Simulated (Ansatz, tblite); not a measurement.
# Si20H28 off sphere (Si20H28): one state, many levels

An exercise on one series of results from a longer session: the logs are not shown, and one member is left open.

The runs use Ansatz 0.2.0, Gaussian basis; as each input shows.

Levels to be run: GFN1-xTB, GFN2-xTB, PBE-D4/def2-SVP, r2SCAN-D4/def2-SVP, r2SCAN0-D4/def2-SVP, PBE-QIDH/def2-SVP, LDA/def2-SVP, PBE0-D4/def2-TZVP, PBE-D4/def2-TZVP, HF/STO-3G, MP2/def2-SVP, RPA/def2-SVP.

**The structure**

The singlet was relaxed beforehand with PBE-D4/def2-SVP.

48 atoms, charge 0, spin multiplicity 1.

Bond lengths: Si1–Si12 2.354 Å, Si1–Si13 2.357 Å, Si1–H21 1.510 Å, Si1–H22 1.509 Å, Si2–Si11 2.356 Å, Si2–Si15 2.357 Å, Si2–H23 1.510 Å, Si2–H24 1.507 Å, Si3–Si14 2.353 Å, Si3–Si16 2.354 Å, Si3–H25 1.510 Å, Si3–H26 1.507 Å, Si4–Si12 2.353 Å, Si4–Si17 2.356 Å, Si4–Si18 2.354 Å, Si4–H27 1.512 Å, Si5–Si14 2.355 Å, Si5–Si17 2.355 Å and more. Angles: Si12–Si1–Si13 112.4°, Si12–Si1–H21 109.9°, Si12–Si1–H22 108.8°, Si13–Si1–H21 109.1°, Si13–Si1–H22 108.7°, H21–Si1–H22 107.9°, Si11–Si2–Si15 113.0°, Si11–Si2–H23 109.1°, Si11–Si2–H24 108.9°, Si15–Si2–H23 108.8°, Si15–Si2–H24 109.0°, H23–Si2–H24 107.8°, Si14–Si3–Si16 109.0°, Si14–Si3–H25 108.7°, Si14–Si3–H26 111.5°, Si16–Si3–H25 108.6°, Si16–Si3–H26 110.9°, H25–Si3–H26 108.0° and more.

PBE0-D4/def2-SVP was run before; its log isn't repeated, and its numbers join the tables.

The first run:

Tight binding, by tblite at 300 K electronic temperature and without a spin-polarisation term:

```python
tblite.interface.Calculator('GFN1-xTB', numbers, positions, charge=0, uhf=0).singlepoint()
```

Tight binding, by tblite at 300 K electronic temperature and without a spin-polarisation term:

```python
tblite.interface.Calculator('GFN2-xTB', numbers, positions, charge=0, uhf=0).singlepoint()
```

start.molden holds the orbitals of an earlier run on this state, given as this run's starting guess.

Contents of in.yaml:

```yaml
crystal:
  periodic: [false, false, false]
  atoms:
    - {symbol: Si, position_ang: [-3.886575, 1.932956, -0.275912]}
    - {symbol: Si, position_ang: [-1.386293, -3.159389, 2.754769]}
    - {symbol: Si, position_ang: [1.680507, -3.431049, -0.367575]}
    - {symbol: Si, position_ang: [-1.062614, 2.082599, -2.977626]}
    - {symbol: Si, position_ang: [1.601633, -0.672439, -2.971103]}
    - {symbol: Si, position_ang: [-1.083289, -0.677055, -0.271214]}
    - {symbol: Si, position_ang: [-1.135209, 1.884805, 2.529726]}
    - {symbol: Si, position_ang: [1.640751, -0.700171, 2.414774]}
    - {symbol: Si, position_ang: [1.628300, 2.055106, -0.249043]}
    - {symbol: Si, position_ang: [4.343703, -0.685929, -0.256909]}
    - {symbol: Si, position_ang: [-2.529188, -1.884051, 1.137413]}
    - {symbol: Si, position_ang: [-2.415818, 0.700041, -1.639041]}
    - {symbol: Si, position_ang: [-2.753401, 3.159674, 1.387499]}
    - {symbol: Si, position_ang: [0.247804, -2.055223, -1.628255]}
    - {symbol: Si, position_ang: [0.278398, -1.932962, 3.886390]}
    - {symbol: Si, position_ang: [2.978311, -2.082827, 1.060632]}
    - {symbol: Si, position_ang: [0.253778, 0.685419, -4.343839]}
    - {symbol: Si, position_ang: [0.366949, 3.430797, -1.681316]}
    - {symbol: Si, position_ang: [2.970119, 0.672129, -1.603698]}
    - {symbol: Si, position_ang: [0.272193, 0.677132, 1.083200]}
    - {symbol: H, position_ang: [-4.697794, 2.882449, -1.124289]}
    - {symbol: H, position_ang: [-4.843303, 0.979083, 0.395478]}
    - {symbol: H, position_ang: [-2.379895, -3.680485, 3.765651]}
    - {symbol: H, position_ang: [-0.749276, -4.346828, 2.080412]}
    - {symbol: H, position_ang: [2.605108, -4.162190, -1.311791]}
    - {symbol: H, position_ang: [0.908245, -4.458933, 0.418775]}
    - {symbol: H, position_ang: [-1.939991, 2.960375, -3.840941]}
    - {symbol: H, position_ang: [2.491856, -1.546595, -3.826212]}
    - {symbol: H, position_ang: [-1.845958, 0.890528, 3.414836]}
    - {symbol: H, position_ang: [-0.303350, 2.778723, 3.416925]}
    - {symbol: H, position_ang: [2.557788, 0.184119, 3.230575]}
    - {symbol: H, position_ang: [2.514611, 2.889169, 0.647248]}
    - {symbol: H, position_ang: [5.256903, -1.517920, -1.124853]}
    - {symbol: H, position_ang: [5.196902, 0.179087, 0.638690]}
    - {symbol: H, position_ang: [-3.417714, -2.777435, 0.306388]}
    - {symbol: H, position_ang: [-3.413056, -0.889210, 1.848935]}
    - {symbol: H, position_ang: [-3.232050, -0.184421, -2.555534]}
    - {symbol: H, position_ang: [-3.763371, 3.681385, 2.381713]}
    - {symbol: H, position_ang: [-2.079335, 4.346761, 0.749492]}
    - {symbol: H, position_ang: [-0.649251, -2.889208, -2.513868]}
    - {symbol: H, position_ang: [1.127213, -2.882498, 4.697100]}
    - {symbol: H, position_ang: [-0.392196, -0.978912, 4.843496]}
    - {symbol: H, position_ang: [3.842188, -2.960605, 1.937465]}
    - {symbol: H, position_ang: [-0.642525, -0.179775, -5.196120]}
    - {symbol: H, position_ang: [1.121006, 1.517151, -5.257954]}
    - {symbol: H, position_ang: [1.310799, 4.161032, -2.607009]}
    - {symbol: H, position_ang: [-0.418262, 4.459421, -0.908880]}
    - {symbol: H, position_ang: [3.824642, 1.546139, -2.494623]}
basis:
  gaussian: {orbitals: def2-SVP, fitting: {mean_field: def2-universal-jkfit}, initial_orbitals: start.molden}
hamiltonian: {xc: pbe, dispersion: d4}
scf: {omitted_lower_state_checks: [starts]}
output: {forces: true, orbitals: {seedname: orbitals}}
```

Command:

```bash
$ ansatz run in.yaml --threads 2 --pin off --events-out ev --progress --plain --max-ram 20480MiB --backend cuda --devices 0, --max-vram 18GiB
```

Steps of the session up to this table: PBE-D4/def2-SVP; r2SCAN-D4/def2-SVP; r2SCAN0-D4/def2-SVP; PBE-QIDH/def2-SVP; LDA/def2-SVP; PBE0-D4/def2-TZVP; PBE-D4/def2-TZVP; HF/STO-3G; MP2/def2-SVP; RPA/def2-SVP.

One table of the session follows, with a row left open; its other results are not shown here.

It belongs to the step «Binding energy». 

```
              level  binding an atom (eV)
          HF/STO-3G                 3.682
        HF/def2-SVP                 2.396
       LDA/def2-SVP                 3.622
    PBE-D4/def2-SVP                 3.270
   PBE-D4/def2-TZVP                 3.266
 r2SCAN-D4/def2-SVP                 3.278
   PBE0-D4/def2-SVP                     ?
  PBE0-D4/def2-TZVP                 3.269
r2SCAN0-D4/def2-SVP                 3.258
       MP2/def2-SVP                 3.013
```

**Question.** Estimate the row for PBE0-D4/def2-SVP.

As computed: binding an atom (eV): 3.267. In the column «binding an atom (eV)» it lies between PBE-D4/def2-TZVP (3.266) and PBE0-D4/def2-TZVP (3.269).

Caveats from the session: Free atoms were run apart at each level; binding is atoms less cluster, divided by the number of atoms, without zero-point or spin-orbit terms.
